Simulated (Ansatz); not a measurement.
# GeMo: the cost of one run

Method: def2-TZVPP, core rule «outside noble gas», up to 18 orbitals frozen; program: Ansatz 0.2.0, Gaussian basis.

To be run: UHF; CCSD(T) on ROHF; CCSD(T) on UHF; CCSDT(Q) on ROHF; CCSDT(Q) on UHF; CASSCF and MRCISD+Q, 10 electrons in 10 orbitals; CASSCF and NEVPT2, 10 electrons in 10 orbitals.

12 further runs of the same task are left out: 9 for a known fault of the program, 3 set aside as unsound or not needed.

**1. The system**

The geometry is a PBE0/def2-TZVP stationary point (not a proven minimum) of the parent state, kept for this charge and spin. No spin-orbit coupling is included. Elements past krypton take def2 core potentials. The filled d shell of Ge may be among the frozen orbitals whatever the setting's name suggests; the logs give the count.

2 atoms, charge 0, spin multiplicity 5.

Atoms are counted from 1 here; the program's logs count them from 0.

Bond lengths: Mo1–Ge2 2.316 Å.

**2. UHF**

The input, in.yaml:

```yaml
crystal:
  periodic: [false, false, false]
  atoms:
    - {symbol: Mo, position_ang: [0.000000, 0.000000, 0.000000]}
    - {symbol: Ge, position_ang: [0.000000, 0.000000, 2.316000]}
basis:
  gaussian: {orbitals: def2-TZVPP}
magnetization: {spin_polarized: true, initial_magnetization: 4}
hamiltonian: {xc: hf}
output: {orbitals: {seedname: orbitals}}
```

The run is started by

```console
$ ansatz run in.yaml --threads 1 --pin off --events-out ev --progress --plain --max-ram 3968MiB --backend cpu
```

Q: Estimate wall time and peak memory on 1 thread of AMD EPYC 7R13, shared host.

About 29 s, with a peak of 0.35 GiB.
